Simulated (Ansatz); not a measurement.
# Platinum, bcc under r²SCAN: ground state and equation of state

The plan for platinum in the bcc structure: relax it, solve it on a dense k-mesh, then scale the cell to 7 volumes from 88 to 112 % of the relaxed one and try a fit of the equation of state. The start is ferromagnetic. The k-meshes are 14×14×14 for the relaxation; 23×23×23 for the dense run; 16×16×16 for the volumes.

This is Pt in the bcc structure; at room conditions it is fcc.

Computed with Ansatz 0.2.0 (DFT r2SCAN, plane waves (500 eV) with PAW, scalar-relativistic; the PAW data stem from PBE, with regenerated cores, unless a step says otherwise).

## (1) The starting structure

The structure is cubic, space group Im-3m (No. 229). Conventional cell: a = 3.114 Å, b = 3.114 Å, c = 3.114 Å, α = 90.00°, β = 90.00°, γ = 90.00°. Pt (site symmetry m-3m) has 8 Pt at 2.70 Å as nearest neighbours.

Coordinates:

```cif
data_structure
_symmetry_space_group_name_H-M 'Im-3m'
_symmetry_Int_Tables_number 229
_cell_length_a 3.1138
_cell_length_b 3.1138
_cell_length_c 3.1138
_cell_angle_alpha 90.000
_cell_angle_beta 90.000
_cell_angle_gamma 90.000
_cell_volume 30.19
loop_
_atom_site_label
_atom_site_type_symbol
_atom_site_symmetry_multiplicity
_atom_site_Wyckoff_symbol
_atom_site_fract_x
_atom_site_fract_y
_atom_site_fract_z
_atom_site_occupancy
Pt1 Pt 2 a 0.00000 0.00000 0.00000 1
```

The atoms start with moments of +1 μB.

## (2) Relaxation of the cell

File input.yaml:

```yaml
crystal:
  lattice:
    - [-1.5568832667, 1.5568832667, 1.5568832667]
    - [1.5568832667, -1.5568832667, 1.5568832667]
    - [1.5568832667, 1.5568832667, -1.5568832667]
  atoms:
    - { symbol: Pt, position: [0.0, 0.0, 0.0], spin: 1.0 }
hamiltonian:
  xc: r2scan
  pseudopotentials:
    kind: paw
    azcp:
      Pt: "pseudopotentials/Pt.paw.azcp"
basis:
  ecutwfc: 500
  fft_grid_basis: typed
kpoints:
  mp_grid: { grid: [14, 14, 14], shift: [0, 0, 0] }
magnetization:
  spin_polarized: true
scf:
  occupations: { method: fermi_dirac, width: 0.05 }
relax:
  max_steps: 60
  f_tol: 0.01
  cell: {}
```

The run is started by

```sh
$ ansatz run input.yaml --threads 2 --pin off --max-ram 6144MiB --backend cpu --events-out ev --progress --plain --runs-dir out
```

Further steps of the session: Single point on a dense mesh; Volume × 0.88; Volume × 0.92; Volume × 0.96; Volume × 1.0; Volume × 1.04; Volume × 1.08; Volume × 1.12.

**Question.** What will these runs give? Wanted: space group; conventional cell; volume; shortest distance; gap on the mesh; magnetic state; relative to fcc; V₀, B₀, B₀′.

**Answer**, as computed:

```
                      quantity                         value
space group (spins left aside)               Im-3m (No. 229)
             conventional cell                   a = 3.140 Å
                        volume                15.481 Å³/atom
             shortest distance                       2.719 Å
               gap on the mesh  none (levels filled in part)
                magnetic state                  non-magnetic
               relative to fcc                  +91 meV/atom
                   V₀, B₀, B₀′  15.479 Å³/atom, 259 GPa, 5.5
```

What this shows: The relaxation enlarged the cell by 2.6 % in volume. It lies 91 meV/atom above the element's reference form at the same level (fcc, from a run of its own). The moments die out: the run ends non-magnetic. Levels at the Fermi energy are filled in part, as in a metal. B₀ comes out at 259 GPa. Relaxation kept the symmetry; phonons were not checked.
